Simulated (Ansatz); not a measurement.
# B27P26: the cost of one run

Computed with Ansatz 0.2.0 (DFT, PBE, plane-wave PAW, default files, scalar-relativistic, as far as a step names no other, unless a step's input says otherwise).

## Step 1: The structure to begin with

It takes space group R3m (No. 160, trigonal). Conventional cell: a = 9.627 Å, b = 9.627 Å, c = 23.580 Å, α = 90.00°, β = 90.00°, γ = 120.00°. B (site symmetry 3m) has 3 P at 2.01 Å as nearest neighbours. B (site symmetry m) is surrounded by 3 P at 1.97 Å. Around B (site symmetry m) lie 4 P at 1.97 Å. B (site symmetry 1) is surrounded by 4 P at 1.97 Å. B (site symmetry 3m) has 4 P at 1.97 Å as nearest neighbours. Only part of the 19 independent sites is listed.

As a file:

```cif
data_structure
_symmetry_space_group_name_H-M 'P 1'
_symmetry_Int_Tables_number 1
_cell_length_a 9.6266
_cell_length_b 9.6266
_cell_length_c 9.6266
_cell_angle_alpha 60.000
_cell_angle_beta 60.000
_cell_angle_gamma 60.000
_cell_volume 630.81
loop_
_atom_site_label
_atom_site_type_symbol
_atom_site_fract_x
_atom_site_fract_y
_atom_site_fract_z
_atom_site_occupancy
B1 B 0.00509 0.00509 0.00509 1
B2 B 0.00000 0.00000 0.33333 1
B3 B 0.00000 0.00000 0.66667 1
B4 B 0.00000 0.33333 0.00000 1
B5 B 0.00000 0.33333 0.33333 1
B6 B 0.00000 0.33333 0.66667 1
B7 B 0.00000 0.66667 0.00000 1
B8 B 0.00000 0.66667 0.33333 1
B9 B 0.00000 0.66667 0.66667 1
B10 B 0.33333 0.00000 0.00000 1
B11 B 0.33333 0.00000 0.33333 1
B12 B 0.33333 0.00000 0.66667 1
B13 B 0.33333 0.33333 0.00000 1
B14 B 0.33333 0.33333 0.33333 1
B15 B 0.33333 0.33333 0.66667 1
B16 B 0.33333 0.66667 0.00000 1
B17 B 0.33333 0.66667 0.33333 1
B18 B 0.33333 0.66667 0.66667 1
B19 B 0.66667 0.00000 0.00000 1
B20 B 0.66667 0.00000 0.33333 1
B21 B 0.66667 0.00000 0.66667 1
B22 B 0.66667 0.33333 0.00000 1
B23 B 0.66667 0.33333 0.33333 1
B24 B 0.66667 0.33333 0.66667 1
B25 B 0.66667 0.66667 0.00000 1
B26 B 0.66667 0.66667 0.33333 1
B27 B 0.66667 0.66667 0.66667 1
P1 P 0.08333 0.08333 0.41667 1
P2 P 0.08333 0.08333 0.75000 1
P3 P 0.08333 0.41667 0.08333 1
P4 P 0.08333 0.41667 0.41667 1
P5 P 0.08333 0.41667 0.75000 1
P6 P 0.08333 0.75000 0.08333 1
P7 P 0.08333 0.75000 0.41667 1
P8 P 0.08333 0.75000 0.75000 1
P9 P 0.41667 0.08333 0.08333 1
P10 P 0.41667 0.08333 0.41667 1
P11 P 0.41667 0.08333 0.75000 1
P12 P 0.41667 0.41667 0.08333 1
P13 P 0.41667 0.41667 0.41667 1
P14 P 0.41667 0.41667 0.75000 1
P15 P 0.41667 0.75000 0.08333 1
P16 P 0.41667 0.75000 0.41667 1
P17 P 0.41667 0.75000 0.75000 1
P18 P 0.75000 0.08333 0.08333 1
P19 P 0.75000 0.08333 0.41667 1
P20 P 0.75000 0.08333 0.75000 1
P21 P 0.75000 0.41667 0.08333 1
P22 P 0.75000 0.41667 0.41667 1
P23 P 0.75000 0.41667 0.75000 1
P24 P 0.75000 0.75000 0.08333 1
P25 P 0.75000 0.75000 0.41667 1
P26 P 0.75000 0.75000 0.75000 1
```

The vacant site is at (0.083, 0.083, 0.083) in fractional coordinates of the input's cell.

## Step 2: Relaxation of the positions

The input, input.yaml:

```yaml
crystal:
  lattice:
    - [0.0, 6.807, 6.807]
    - [6.807, 0.0, 6.807]
    - [6.807, 6.807, 0.0]
  atoms:
    - { symbol: B, position: [0.0050890284, 0.0050890284, 0.0050890284], spin: 0.5 }
    - { symbol: B, position: [0.0, 0.0, 0.3333333333], spin: 0.5 }
    - { symbol: B, position: [0.0, 0.0, 0.6666666667] }
    - { symbol: B, position: [0.0, 0.3333333333, 0.0], spin: 0.5 }
    - { symbol: B, position: [0.0, 0.3333333333, 0.3333333333] }
    - { symbol: B, position: [0.0, 0.3333333333, 0.6666666667] }
    - { symbol: B, position: [0.0, 0.6666666667, 0.0] }
    - { symbol: B, position: [0.0, 0.6666666667, 0.3333333333] }
    - { symbol: B, position: [0.0, 0.6666666667, 0.6666666667] }
    - { symbol: B, position: [0.3333333333, 0.0, 0.0], spin: 0.5 }
    - { symbol: B, position: [0.3333333333, 0.0, 0.3333333333] }
    - { symbol: B, position: [0.3333333333, 0.0, 0.6666666667] }
    - { symbol: B, position: [0.3333333333, 0.3333333333, 0.0] }
    - { symbol: B, position: [0.3333333333, 0.3333333333, 0.3333333333] }
    - { symbol: B, position: [0.3333333333, 0.3333333333, 0.6666666667] }
    - { symbol: B, position: [0.3333333333, 0.6666666667, 0.0] }
    - { symbol: B, position: [0.3333333333, 0.6666666667, 0.3333333333] }
    - { symbol: B, position: [0.3333333333, 0.6666666667, 0.6666666667] }
    - { symbol: B, position: [0.6666666667, 0.0, 0.0] }
    - { symbol: B, position: [0.6666666667, 0.0, 0.3333333333] }
    - { symbol: B, position: [0.6666666667, 0.0, 0.6666666667] }
    - { symbol: B, position: [0.6666666667, 0.3333333333, 0.0] }
    - { symbol: B, position: [0.6666666667, 0.3333333333, 0.3333333333] }
    - { symbol: B, position: [0.6666666667, 0.3333333333, 0.6666666667] }
    - { symbol: B, position: [0.6666666667, 0.6666666667, 0.0] }
    - { symbol: B, position: [0.6666666667, 0.6666666667, 0.3333333333] }
    - { symbol: B, position: [0.6666666667, 0.6666666667, 0.6666666667] }
    - { symbol: P, position: [0.0833333333, 0.0833333333, 0.4166666667] }
    - { symbol: P, position: [0.0833333333, 0.0833333333, 0.75] }
    - { symbol: P, position: [0.0833333333, 0.4166666667, 0.0833333333] }
    - { symbol: P, position: [0.0833333333, 0.4166666667, 0.4166666667] }
    - { symbol: P, position: [0.0833333333, 0.4166666667, 0.75] }
    - { symbol: P, position: [0.0833333333, 0.75, 0.0833333333] }
    - { symbol: P, position: [0.0833333333, 0.75, 0.4166666667] }
    - { symbol: P, position: [0.0833333333, 0.75, 0.75] }
    - { symbol: P, position: [0.4166666667, 0.0833333333, 0.0833333333] }
    - { symbol: P, position: [0.4166666667, 0.0833333333, 0.4166666667] }
    - { symbol: P, position: [0.4166666667, 0.0833333333, 0.75] }
    - { symbol: P, position: [0.4166666667, 0.4166666667, 0.0833333333] }
    - { symbol: P, position: [0.4166666667, 0.4166666667, 0.4166666667] }
    - { symbol: P, position: [0.4166666667, 0.4166666667, 0.75] }
    - { symbol: P, position: [0.4166666667, 0.75, 0.0833333333] }
    - { symbol: P, position: [0.4166666667, 0.75, 0.4166666667] }
    - { symbol: P, position: [0.4166666667, 0.75, 0.75] }
    - { symbol: P, position: [0.75, 0.0833333333, 0.0833333333] }
    - { symbol: P, position: [0.75, 0.0833333333, 0.4166666667] }
    - { symbol: P, position: [0.75, 0.0833333333, 0.75] }
    - { symbol: P, position: [0.75, 0.4166666667, 0.0833333333] }
    - { symbol: P, position: [0.75, 0.4166666667, 0.4166666667] }
    - { symbol: P, position: [0.75, 0.4166666667, 0.75] }
    - { symbol: P, position: [0.75, 0.75, 0.0833333333] }
    - { symbol: P, position: [0.75, 0.75, 0.4166666667] }
    - { symbol: P, position: [0.75, 0.75, 0.75] }
magnetization:
  spin_polarized: true
total_charge: 1
kpoints:
  mp_grid: { grid: [3, 3, 3] }
scf:
  occupations: { method: fermi_dirac, width: 0.01 }
hamiltonian:
  xc: pbe
  pseudopotentials: { kind: paw }
output:
  forces: true
  stress: true
  populations: true
  efg: { quadrupole_moments_barn: { B: 0.04059 }, contact_densities: true }
  write_density: true
  write_potential: true
  elf: true
  volumetric_format: npy
relax:
  f_tol: 0.03
  max_steps: 40
```

Command:

```
$ ansatz run input.yaml --threads 4 --pin off --max-ram 8192MiB --backend cpu --events-out ev --progress --plain --runs-dir out
```

**Question.** How long does this run take on 4 threads of Arm Neoverse V1, shared host, and how much memory does it need?

About 5.5 min, with a peak of 2.9 GiB.
